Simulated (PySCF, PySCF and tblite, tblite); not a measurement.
# C4H6F2O2: a path driven as rotation about a bond, and NMR exchange, part 2 of 2

PySCF and tblite. Atoms count from 0. The steps go on from the part before.

### 10 Shieldings, start: PBE0/cc-pVDZ

What the job is given:

```
{"job": {"kind": "nmr", "xc": "PBE0", "basis": "cc-pVDZ", "pop": false}, "charge": 0, "multiplicity": 1}
C     -1.053856     0.915654    -1.025762
C     -0.803807    -0.565203    -0.768214
C     -0.013380    -0.778062     0.516200
F      0.159412    -2.114599     0.745747
F     -0.696661    -0.317957     1.594555
C      1.391667    -0.135966     0.452539
O      2.133241    -0.298215    -0.473650
O      1.659773     0.591609     1.520782
H     -1.677567     1.034768    -1.906970
H     -0.116429     1.440728    -1.194724
H     -1.561283     1.368483    -0.177139
H     -0.226690    -1.010542    -1.579693
H     -1.748240    -1.102949    -0.666746
H      2.553142     0.971777     1.478777
```

Log:

```text
coarse grid: 12408 points
cycle   1  E = -505.4352755223  dE =  1.337e+00  |g| = 1.155e+00  |ddm| = 6.715e+00
cycle   2  E = -504.9340642679  dE =  5.012e-01  |g| = 2.029e+00  |ddm| = 3.720e+00
cycle   3  E = -505.6621512645  dE = -7.281e-01  |g| = 3.188e-01  |ddm| = 2.444e+00
cycle   4  E = -505.6801156527  dE = -1.796e-02  |g| = 1.071e-01  |ddm| = 4.712e-01
cycle   5  E = -505.6820885530  dE = -1.973e-03  |g| = 2.586e-02  |ddm| = 1.420e-01
cycle   6  E = -505.6822393039  dE = -1.508e-04  |g| = 5.613e-03  |ddm| = 4.665e-02
cycle   7  E = -505.6822458036  dE = -6.500e-06  |g| = 1.590e-03  |ddm| = 9.071e-03
final grid: 122688 points
cycle   8  E = -505.6888081101  dE = -2.546e-05  |g| = 1.232e-02  |ddm| = 5.609e-02
cycle   9  E = -505.6887592904  dE =  4.882e-05  |g| = 2.040e-02  |ddm| = 4.002e-02
cycle  10  E = -505.6888371906  dE = -7.790e-05  |g| = 2.701e-03  |ddm| = 2.468e-02
cycle  11  E = -505.6888386451  dE = -1.454e-06  |g| = 4.435e-04  |ddm| = 3.626e-03
cycle  12  E = -505.6888386764  dE = -3.128e-08  |g| = 1.603e-04  |ddm| = 6.859e-04
cycle  13  E = -505.6888386818  dE = -5.405e-09  |g| = 2.177e-05  |ddm| = 2.535e-04
cycle  14  E = -505.6888386819  dE = -1.011e-10  |g| = 7.477e-06  |ddm| = 3.921e-05
converged SCF energy = -505.6888386819

GIAO shielding tensors (ppm)
atom      isotropic    diamagn.    paramagn.     s11        s22        s33       span
  0 C      189.640     247.697     -58.057    183.652    185.916    199.351     15.699
  1 C      166.041     250.232     -84.191    151.870    162.297    183.956     32.086
  2 C       74.909     246.729    -171.820     56.442     79.730     88.555     32.113
  3 F      302.484     469.562    -167.079    204.485    339.590    363.376    158.891
  4 F      326.978     473.054    -146.076    245.750    350.051    385.133    139.383
  5 C       36.367     257.216    -220.849    -60.434     72.536     97.000    157.434
  6 O      -49.054     403.286    -452.340   -254.802   -197.754    305.393    560.196
  7 O      153.958     384.563    -230.605      5.267    205.837    250.769    245.502
  8 H       30.743      28.787       1.956     26.297     27.813     38.119     11.822
  9 H       31.031      32.276      -1.245     26.519     30.529     36.046      9.527
 10 H       30.746      31.336      -0.590     26.140     29.729     36.368     10.228
 11 H       29.370      31.867      -2.496     26.024     27.898     34.189      8.165
 12 H       29.828      30.376      -0.547     25.845     29.000     34.640      8.795
 13 H       25.813      29.344      -3.532     19.851     23.417     34.170     14.319
```

Run time: 13 s. Hardware: 1 thread of Arm Neoverse V2, shared host; peak memory 0.73 GiB.

Key values: HOMO -8.20 eV, LUMO -0.22 eV; dipole 1.83 D.

### 11 Single-point energy, saddle of leg 1: PBE0/cc-pVDZ

What the job is given:

```
{"job": {"kind": "sp", "xc": "PBE0", "basis": "cc-pVDZ", "pop": false}, "charge": 0, "multiplicity": 1}
C     -1.071223     0.885116    -1.024972
C     -0.807194    -0.565342    -0.637612
C      0.045956    -0.673403     0.615171
F      0.136210    -1.973082     1.018976
F     -0.534382    -0.015051     1.666848
C      1.493962    -0.120449     0.466567
O      1.986053     0.124851    -0.589062
O      2.138024    -0.032165     1.645005
H     -1.736094     0.916583    -1.883197
H     -0.144262     1.386814    -1.289746
H     -1.542659     1.420146    -0.203731
H     -0.279878    -1.087283    -1.436927
H     -1.747460    -1.083424    -0.438156
H      2.062948     0.816688     2.090834
```

Log:

```text
coarse grid: 12408 points
cycle   1  E = -505.4040730295  dE =  1.322e+00  |g| = 1.179e+00  |ddm| = 6.725e+00
cycle   2  E = -504.8508137547  dE =  5.533e-01  |g| = 2.109e+00  |ddm| = 3.820e+00
cycle   3  E = -505.6473581409  dE = -7.965e-01  |g| = 2.816e-01  |ddm| = 2.547e+00
cycle   4  E = -505.6608630201  dE = -1.350e-02  |g| = 1.118e-01  |ddm| = 4.501e-01
cycle   5  E = -505.6630107351  dE = -2.148e-03  |g| = 2.439e-02  |ddm| = 1.437e-01
cycle   6  E = -505.6631457780  dE = -1.350e-04  |g| = 6.071e-03  |ddm| = 4.528e-02
cycle   7  E = -505.6631531867  dE = -7.409e-06  |g| = 1.770e-03  |ddm| = 9.364e-03
final grid: 122688 points
cycle   8  E = -505.6698756593  dE = -2.261e-05  |g| = 1.258e-02  |ddm| = 5.856e-02
cycle   9  E = -505.6698194169  dE =  5.624e-05  |g| = 2.149e-02  |ddm| = 4.145e-02
cycle  10  E = -505.6699061571  dE = -8.674e-05  |g| = 2.644e-03  |ddm| = 2.576e-02
cycle  11  E = -505.6699075857  dE = -1.429e-06  |g| = 3.862e-04  |ddm| = 3.673e-03
cycle  12  E = -505.6699076087  dE = -2.293e-08  |g| = 1.571e-04  |ddm| = 6.266e-04
cycle  13  E = -505.6699076136  dE = -4.887e-09  |g| = 2.101e-05  |ddm| = 2.379e-04
cycle  14  E = -505.6699076137  dE = -9.788e-11  |g| = 5.717e-06  |ddm| = 3.771e-05
converged SCF energy = -505.6699076137
```

Run time: 7.7 s. Hardware: 1 thread of Arm Neoverse V2, shared host; peak memory 0.59 GiB.

This run: HOMO -8.29 eV, LUMO -0.92 eV; dipole 2.04 D.

### 12 Shieldings, end: PBE0/cc-pVDZ

What the job is given:

```
{"job": {"kind": "nmr", "xc": "PBE0", "basis": "cc-pVDZ", "pop": false}, "charge": 0, "multiplicity": 1}
C     -0.993637     0.919317    -1.083481
C     -0.802648    -0.545020    -0.706247
C      0.099890    -0.689815     0.505301
F      0.195276    -1.996307     0.886847
F     -0.425622    -0.051182     1.602988
C      1.544073    -0.154245     0.266477
O      2.123862    -0.372863    -0.752582
O      2.054668     0.539341     1.271319
H     -1.665172     0.992261    -1.933718
H     -0.043304     1.372169    -1.356436
H     -1.425312     1.476668    -0.254905
H     -0.329532    -1.095002    -1.520827
H     -1.760768    -1.012296    -0.470814
H      1.451933     0.620429     2.029068
```

Log:

```text
coarse grid: 12408 points
cycle   1  E = -505.4264010169  dE =  1.334e+00  |g| = 1.171e+00  |ddm| = 6.733e+00
cycle   2  E = -504.8254554335  dE =  6.009e-01  |g| = 2.157e+00  |ddm| = 3.851e+00
cycle   3  E = -505.6632815144  dE = -8.378e-01  |g| = 3.082e-01  |ddm| = 2.586e+00
cycle   4  E = -505.6793410788  dE = -1.606e-02  |g| = 1.197e-01  |ddm| = 4.816e-01
cycle   5  E = -505.6818379715  dE = -2.497e-03  |g| = 2.688e-02  |ddm| = 1.557e-01
cycle   6  E = -505.6820038087  dE = -1.658e-04  |g| = 5.609e-03  |ddm| = 4.852e-02
cycle   7  E = -505.6820103008  dE = -6.492e-06  |g| = 1.707e-03  |ddm| = 9.306e-03
final grid: 122688 points
cycle   8  E = -505.6882277688  dE = -2.654e-05  |g| = 1.210e-02  |ddm| = 6.011e-02
cycle   9  E = -505.6881824498  dE =  4.532e-05  |g| = 1.975e-02  |ddm| = 3.980e-02
cycle  10  E = -505.6882563985  dE = -7.395e-05  |g| = 2.524e-03  |ddm| = 2.426e-02
cycle  11  E = -505.6882576909  dE = -1.292e-06  |g| = 4.569e-04  |ddm| = 3.515e-03
cycle  12  E = -505.6882577239  dE = -3.304e-08  |g| = 1.662e-04  |ddm| = 6.932e-04
cycle  13  E = -505.6882577296  dE = -5.702e-09  |g| = 2.442e-05  |ddm| = 2.567e-04
cycle  14  E = -505.6882577297  dE = -1.262e-10  |g| = 7.027e-06  |ddm| = 4.148e-05
converged SCF energy = -505.6882577297

GIAO shielding tensors (ppm)
atom      isotropic    diamagn.    paramagn.     s11        s22        s33       span
  0 C      189.735     248.062     -58.327    183.716    185.728    199.761     16.046
  1 C      167.845     250.610     -82.766    153.179    165.916    184.439     31.260
  2 C       73.630     249.909    -176.279     53.730     77.448     89.711     35.981
  3 F      303.297     470.682    -167.385    204.606    339.885    365.402    160.796
  4 F      325.877     475.302    -149.425    247.353    350.136    380.142    132.789
  5 C       40.316     258.049    -217.733    -51.669     77.181     95.437    147.106
  6 O      -52.454     402.050    -454.504   -324.510   -172.132    339.281    663.791
  7 O      163.805     388.070    -224.265    -22.956    234.283    280.088    303.043
  8 H       30.736      28.943       1.793     26.295     27.756     38.155     11.860
  9 H       30.902      32.220      -1.319     26.335     30.483     35.888      9.553
 10 H       30.883      31.905      -1.022     26.187     29.877     36.584     10.397
 11 H       29.246      31.865      -2.619     25.925     27.564     34.250      8.325
 12 H       29.869      30.883      -1.014     25.829     29.004     34.774      8.946
 13 H       23.850      34.037     -10.187     17.154     26.264     28.133     10.979
```

Run time: 13 s. Hardware: 1 thread of Arm Neoverse V2, shared host; peak memory 0.73 GiB.

In short: HOMO -8.14 eV, LUMO -0.24 eV; dipole 2.74 D.

### 13 Second level: PBE0/cc-pVDZ + D3(BJ)

What the job is given:

```
{"job": {"smiles": "CCC(F)(F)C(=O)O", "charge": 0, "mult": 1, "motion": "rotation", "what": "ester", "atoms": [5, 7], "drives": [{"terms": [["t", [2, 5, 7, 13], 0.5], ["t", [6, 5, 7, 13], 0.5]], "by": 180, "n": 12}], "study": "path", "level": {"kind": "nmr", "xc": "PBE0", "basis": "cc-pVDZ", "wide": true}, "fields": [200, 360, 400], "first": 4, "seed": 403, "kind": "pathvar"}, "charge": 0, "multiplicity": 1}
C     -1.053856     0.915654    -1.025762
C     -0.803807    -0.565203    -0.768214
C     -0.013380    -0.778062     0.516200
F      0.159412    -2.114599     0.745747
F     -0.696661    -0.317957     1.594555
C      1.391667    -0.135966     0.452539
O      2.133241    -0.298215    -0.473650
O      1.659773     0.591609     1.520782
H     -1.677567     1.034768    -1.906970
H     -0.116429     1.440728    -1.194724
H     -1.561283     1.368483    -0.177139
H     -0.226690    -1.010542    -1.579693
H     -1.748240    -1.102949    -0.666746
H      2.553142     0.971777     1.478777
```

Log:

```text
stationary points (kcal/mol above the start)
  n  kind          group   xTB      DFT    lowest mode
  0  minimum      C1       0.00     0.00      13.6
  1  saddle       C1      13.20    11.89    -687.7
  2  minimum      C1       2.44     0.29      30.8

GFN2-xTB energies: T/K, barrier G, reaction G (kcal/mol), k forward, k back (1/s)
 150.00    12.21     2.48      5e-06     0.0208
 200.00    12.25     2.54      0.169        100
 250.00    12.30     2.59       92.3   1.69e+04
 298.15    12.35     2.64   5.55e+03   4.76e+05
 350.00    12.40     2.69   1.32e+05   6.29e+06
 400.00    12.46     2.74    1.3e+06   4.07e+07
 500.00    12.59     2.83   3.27e+07   5.63e+08

revPBE/pcSseg-1 + D3(BJ) energies: T/K, barrier G, reaction G (kcal/mol), k forward, k back (1/s)
 150.00    10.88     0.23   0.000444   0.000949
 200.00    10.92     0.28       4.89       9.88
 250.00    10.96     0.33   1.36e+03   2.65e+03
 298.15    11.01     0.38    5.3e+04   1.01e+05
 350.00    11.06     0.43   9.02e+05   1.68e+06
 400.00    11.12     0.48      7e+06   1.28e+07
 500.00    11.25     0.57   1.26e+08   2.23e+08

PBE0/cc-pVDZ + D3(BJ) energies: T/K, barrier G, reaction G (kcal/mol), k forward, k back (1/s)
 150.00    10.91     0.34   0.000401    0.00124
 200.00    10.95     0.39       4.53       12.1
 250.00    10.99     0.44   1.28e+03   3.11e+03
 298.15    11.04     0.49   5.03e+04   1.15e+05
 350.00    11.09     0.54   8.63e+05   1.88e+06
 400.00    11.15     0.59   6.73e+06   1.41e+07
 500.00    11.28     0.68   1.22e+08   2.42e+08
```

It took 1.9 min on 1 thread of Arm Neoverse V2, shared host; peak memory 0.73 GiB. This counts the runs that the step sums up.

Barriers by level (kcal/mol; entropies in cal/(mol K)). Zero-point and thermal terms come from xTB in every row. ΔG‡ leaves symmetry out; the rate counts one path; effective ΔG‡, where given, is the barrier that would give that rate by Eyring's equation alone:

```csv
level,ΔE‡,with zero-point,ΔH‡,ΔS‡,ΔG‡ (298 K),ΔE of reaction,k at 298 K (1/s),effective ΔG‡
GFN2-xTB,13.20,12.11,12.01,-1.1,12.35,2.44,5.6e+03,12.35
revPBE/pcSseg-1 + D3(BJ),11.86,10.77,10.67,-1.1,11.01,0.18,5.3e+04,11.01
PBE0/cc-pVDZ + D3(BJ),11.89,10.81,10.70,-1.1,11.04,0.29,5e+04,11.04
```

### 14 Summary of results

What follows sums up all 2 parts.

| quantity | value |
| --- | --- |
| barrier (revPBE/pcSseg-1 + D3(BJ)) | ΔE‡ 11.9, ΔG‡(298 K) 11.0 kcal/mol |
| barrier (GFN2-xTB) | ΔE‡ 13.2 kcal/mol |
| rate at 298 K | 5.3e+04 s⁻¹ |
| end of the path | 0.2 kcal/mol from the start |

In words: DFT puts the top 11.9 kcal/mol above the start (xTB: 13.2); the rate from the DFT barrier is 5.3e+04 s⁻¹ at 298 K. An error of 1.4 kcal/mol changes that rate tenfold.
